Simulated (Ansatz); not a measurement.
# MgB2: the cost of one run

Computed with Ansatz 0.2.0 (DFT LDA, scalar-relativistic, plane waves, PAW, unless a step's input says otherwise).

## 1. The starting structure

Symmetry: P6/mmm, No. 191, hexagonal system. The conventional cell has a = 3.085 Å, b = 3.085 Å, c = 3.523 Å, α = 90.00°, β = 90.00°, γ = 120.00°. Around Mg (site symmetry 6/mmm) lie 12 B at 2.51 Å. Around B (site symmetry -6m2) lie 3 B at 1.78 Å and 6 Mg at 2.51 Å.

Coordinates:

```xyz
3
Lattice="3.0850 0.0000 0.0000 -1.5425 2.6717 0.0000 0.0000 0.0000 3.5230" Properties=species:S:1:pos:R:3 pbc="T T T"
Mg    0.0000    0.0000    0.0000
B     0.0000    1.7811    1.7615
B     1.5425    0.8906    1.7615
```

The structure comes from the Crystallography Open Database.

(A quick probe on a coarse mesh, which set the mesh and smearing, is not shown.)

## 3. The relaxation

input.yaml

```yaml
crystal:
  lattice:
    - [3.085, 0.0, 0.0]
    - [-1.5425, 2.6716883707, 0.0]
    - [0.0, 0.0, 3.523]
  atoms:
    - { symbol: Mg, position: [0.0, 0.0, 0.0] }
    - { symbol: B, position: [0.3333333333, 0.6666666667, 0.5] }
    - { symbol: B, position: [0.6666666667, 0.3333333333, 0.5] }
basis:
  ecutwfc: 420
kpoints:
  mp_grid: { grid: [15, 15, 12] }
hamiltonian:
  xc: lda
scf:
  occupations: { method: gaussian, width: 0.1 }
output:
  forces: true
  stress: true
  eigenvalues: true
relax:
  adjacent_minimum: "off"
  f_tol: 0.005
  max_steps: 80
  cell: { stress_tol: 0.05 }
```

On the command line:

```bash
$ ansatz run input.yaml --threads 1 --pin off --max-ram 2560MiB --backend cpu --events-out ev --progress --plain --runs-dir out
```

Q: Estimate wall time and peak memory on 1 thread of an Arm CPU, shared host.

About 25 s, with a peak of 0.34 GiB.
